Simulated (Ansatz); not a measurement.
# CH2OSe: the cost of one run

Program: Ansatz 0.2.0, Gaussian basis. Level of theory: single points in def2-TZVPP. These are calculated values, not measurements.

Cores are frozen in the correlated methods. Filled d shells of the heavier atoms are correlated.

### Step 1. The starting structure

SMILES `OC=[Se]`, 5 atoms, charge 0, spin multiplicity 1.

Atoms are counted from 1 here; the program's logs count them from 0.

Bond lengths: O1–C2 1.265 Å, O1–H4 0.987 Å, C2–Se3 1.780 Å, C2–H5 1.115 Å. Angles: C2–O1–H4 109.3°, O1–C2–Se3 123.9°, O1–C2–H5 117.5°, Se3–C2–H5 118.4°.

As a file:

```xyz
5

O    -0.58435   -0.80151   -0.04367
C     0.20968    0.17549    0.08116
Se    1.75770    0.09167    0.95575
H    -1.26908   -0.58088   -0.71889
H    -0.04072    1.11499   -0.46537
```

### Step 2. PBE-D4/def2-TZVPP

run/in.yaml

```yaml
crystal:
  periodic: [false, false, false]
  atoms:
    - {symbol: O, position_ang: [-0.584346, -0.801513, -0.043670]}
    - {symbol: C, position_ang: [0.209680, 0.175489, 0.081155]}
    - {symbol: Se, position_ang: [1.757697, 0.091674, 0.955747]}
    - {symbol: H, position_ang: [-1.269083, -0.580885, -0.718893]}
    - {symbol: H, position_ang: [-0.040722, 1.114988, -0.465369]}
basis:
  gaussian: {orbitals: def2-TZVPP}
hamiltonian: {xc: pbe, dispersion: d4}
output: {forces: true}
```

The run is started by

```console
> ansatz run in.yaml --threads 2 --pin off --events-out ev --progress --plain --max-ram 3481MiB
```

**Question.** How long does this run take on 2 threads of Intel Xeon at 2.50GHz, shared host, and how much memory does it need?

About 2.6 s, with a peak of 0.15 GiB.
